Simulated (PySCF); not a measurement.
# C₈H₇NO: magnetic properties

What do calculations give for the magnetic properties of C₈H₇NO (`C#Cc1cccc(N)c1O`)?

Programs: PySCF 2.14.0, with routines of our own; each step states its level. All values are computed. Atoms count from 0.

## Step 1: The system as given

17 atoms, charge 0, multiplicity 1; geometry from: GFN2-xTB.

## Step 2: Magnetic properties: GIAO BHandHLYP/pcSseg-1

What the job is given:

```
{"job": {"kind": "mag", "xc": "BHandHLYP", "basis": "pcSseg-1", "isotopologues": 0}, "charge": 0, "multiplicity": 1}
C      3.422191    -1.250985    -0.183842
C      2.367486    -0.681100    -0.127439
C      1.127382    -0.002547    -0.066207
C      1.081845     1.392474    -0.068470
C     -0.131851     2.046991    -0.039480
C     -1.311386     1.323426     0.028593
C     -1.289818    -0.064469     0.058243
N     -2.470763    -0.828105     0.091323
C     -0.061555    -0.734625    -0.020908
O     -0.010885    -2.099175    -0.047226
H      4.341797    -1.752797    -0.231216
H      2.008170     1.944820    -0.106347
H     -0.167014     3.125903    -0.058670
H     -2.263014     1.835286     0.065192
H     -2.466384    -1.557313     0.794511
H     -3.297036    -0.253659     0.184578
H     -0.886163    -2.432095    -0.282547
```

With the program's defaults for keys left out, this is: GIAO BHandHLYP/pcSseg-1 magnetisability, rotational g tensor and spin-rotation constants, non-relativistic, gas phase.

Launch:

```console
$ OMP_NUM_THREADS=1 python excited_run.py task.json out
```

One launch serves the whole session: the jobs run in the order shown.

The program printed:

```text
coarse grid: 15176 points
cycle   1  E = -438.5020147983  dE =  2.340e+00  |g| = 6.405e-01  |ddm| = 4.372e+00
cycle   2  E = -438.5230059776  dE = -2.099e-02  |g| = 6.243e-01  |ddm| = 1.475e+00
cycle   3  E = -438.5939856852  dE = -7.098e-02  |g| = 9.635e-02  |ddm| = 7.575e-01
cycle   4  E = -438.5957461365  dE = -1.760e-03  |g| = 3.720e-02  |ddm| = 1.300e-01
cycle   5  E = -438.5960508004  dE = -3.047e-04  |g| = 1.446e-02  |ddm| = 5.166e-02
cycle   6  E = -438.5960975727  dE = -4.677e-05  |g| = 4.279e-03  |ddm| = 1.413e-02
cycle   7  E = -438.5961018263  dE = -4.254e-06  |g| = 1.319e-03  |ddm| = 4.411e-03
final grid: 149472 points
cycle   8  E = -438.6551642778  dE = -2.233e-05  |g| = 3.611e-03  |ddm| = 3.152e-02
cycle   9  E = -438.6551642730  dE =  4.818e-09  |g| = 3.655e-03  |ddm| = 7.365e-03
cycle  10  E = -438.6551672904  dE = -3.017e-06  |g| = 7.098e-04  |ddm| = 3.830e-03
cycle  11  E = -438.6551674101  dE = -1.196e-07  |g| = 2.308e-04  |ddm| = 8.476e-04
cycle  12  E = -438.6551674218  dE = -1.173e-08  |g| = 1.009e-04  |ddm| = 2.678e-04
cycle  13  E = -438.6551674242  dE = -2.411e-09  |g| = 1.665e-05  |ddm| = 1.016e-04
cycle  14  E = -438.6551674243  dE = -8.333e-11  |g| = 7.401e-06  |ddm| = 2.463e-05
converged SCF energy = -438.6551674243

Magnetisability tensor (1e-30 J/T^2)
    -1202.33      -15.91      -35.56
      -15.91    -1194.25       -5.62
      -35.56       -5.62    -2063.98
isotropic -1486.85   principal values   -2065.49  -1213.55  -1181.52
isotropic susceptibility -89.540 1e-6 cm^3/mol

Inertial axes            a          b          c
rot. const./GHz      2.2837     1.2119     0.7933
chi total           -71.877    -72.364   -124.381
chi diamagnetic    -633.353  -1081.427  -1598.782
chi paramagnetic    561.476   1009.063   1474.401
quadrupole/D A       11.912      1.600    -13.512
g nuclear            0.5700     0.5611     0.5634
g electronic        -0.6024    -0.5745    -0.5495
g total             -0.0324    -0.0135     0.0139

Spin-rotation constants (kHz, H = +C I.J)
atom  isotope        aa         bb         cc
  7    14N        0.115      0.064      0.041
 10     1H        0.065     -0.127     -0.090
 11     1H        0.012      0.007     -0.082
 12     1H       -0.206      0.113     -0.081
 13     1H        0.208     -0.106     -0.085
 14     1H       -0.268     -0.041     -0.047
 15     1H        0.055     -0.120     -0.097
 16     1H       -0.092     -0.056     -0.083
  0    13C*       0.306      0.354      0.262
  1    13C*      -0.007      0.417      0.297
  2    13C*       0.987      0.405      0.092
  3    13C*       0.953      0.513      0.098
  4    13C*       0.780      0.581      0.082
  5    13C*       1.023      0.406      0.104
  6    13C*       0.983      0.504      0.111
  8    13C*       0.928      0.589      0.141
  9    17O*      -0.380     -0.198     -0.055
* in the singly substituted isotopologue
```

Run time: 49 s. Hardware: 1 thread of Intel Xeon Platinum 8488C, shared host; peak memory 0.93 GiB.

In short:

```csv
quantity,value
magnetisability,-1487·10⁻³⁰ J/T²
molar susceptibility,-89.5·10⁻⁶ cm³/mol
"rotational g (a, b, c)","-0.0324, -0.0135, 0.0139"
```

## Step 3: Magnetic properties: GIAO CAM-B3LYP/6-31G in dichloromethane

Settings changed since step 2:

```diff
@@ -1,2 +1,2 @@
-{"job": {"kind": "mag", "xc": "BHandHLYP", "basis": "pcSseg-1", "isotopologues": 0}, "charge": 0, "multiplicity": 1}
+{"job": {"kind": "mag", "xc": "CAM-B3LYP", "basis": "6-31G", "solvent": "dichloromethane", "scf": {"aux": "def2-universal-jkfit"}}, "charge": 0, "multiplicity": 1}
 C      3.422191    -1.250985    -0.183842
```

With the program's defaults for keys left out, this is: GIAO CAM-B3LYP/6-31G magnetisability, non-relativistic, IEF-PCM dichloromethane.

The program printed:

```text
final grid: 149472 points
cycle   1  E = -438.5377718610  dE =  2.359e+00  |g| = 6.217e-01  |ddm| = 4.834e+00
cycle   2  E = -438.5331268616  dE =  4.645e-03  |g| = 7.051e-01  |ddm| = 1.919e+00
cycle   3  E = -438.6280084035  dE = -9.488e-02  |g| = 6.621e-02  |ddm| = 9.254e-01
cycle   4  E = -438.6288667668  dE = -8.584e-04  |g| = 3.384e-02  |ddm| = 1.343e-01
cycle   5  E = -438.6291232005  dE = -2.564e-04  |g| = 1.281e-02  |ddm| = 4.642e-02
cycle   6  E = -438.6291630402  dE = -3.984e-05  |g| = 2.527e-03  |ddm| = 1.919e-02
cycle   7  E = -438.6291646062  dE = -1.566e-06  |g| = 1.196e-03  |ddm| = 5.010e-03
cycle   8  E = -438.6291650656  dE = -4.594e-07  |g| = 1.779e-04  |ddm| = 1.766e-03
cycle   9  E = -438.6291650998  dE = -3.421e-08  |g| = 8.647e-05  |ddm| = 8.487e-04
cycle  10  E = -438.6291651039  dE = -4.081e-09  |g| = 2.251e-05  |ddm| = 1.954e-04
cycle  11  E = -438.6291651046  dE = -7.087e-10  |g| = 8.972e-06  |ddm| = 9.257e-05
converged SCF energy = -438.6291651046

Magnetisability tensor (1e-30 J/T^2)
    -1202.84      -14.08      -36.59
      -14.08    -1196.85       -4.10
      -36.59       -4.10    -2083.31
isotropic -1494.33   principal values   -2084.85  -1213.15  -1184.99
isotropic susceptibility -89.991 1e-6 cm^3/mol

Inertial axes            a          b          c
rot. const./GHz      2.2837     1.2119     0.7933
chi total           -71.959    -72.466   -125.548
chi diamagnetic    -630.133  -1077.115  -1594.805
chi paramagnetic    558.174   1004.650   1469.257
quadrupole/D A       12.958      0.793    -13.752
```

It took 30 s on 1 thread of Intel Xeon Platinum 8488C, shared host; peak memory 0.71 GiB.

In short:

| quantity | value |
| --- | --- |
| magnetisability | -1494·10⁻³⁰ J/T² |
| molar susceptibility | -90.0·10⁻⁶ cm³/mol |

## Step 4: Summary of results

| quantity | value |
| --- | --- |
| magnetisability (step 2, GIAO BHandHLYP/pcSseg-1) | -1487·10⁻³⁰ J/T² |
| molar susceptibility (step 2, GIAO BHandHLYP/pcSseg-1) | -89.5·10⁻⁶ cm³/mol |
| rotational g (a, b, c) (step 2, GIAO BHandHLYP/pcSseg-1) | -0.0324, -0.0135, 0.0139 |

What this shows: The values above hold for this geometry and these levels alone. Vibrational averaging and real surroundings are missing from these values.
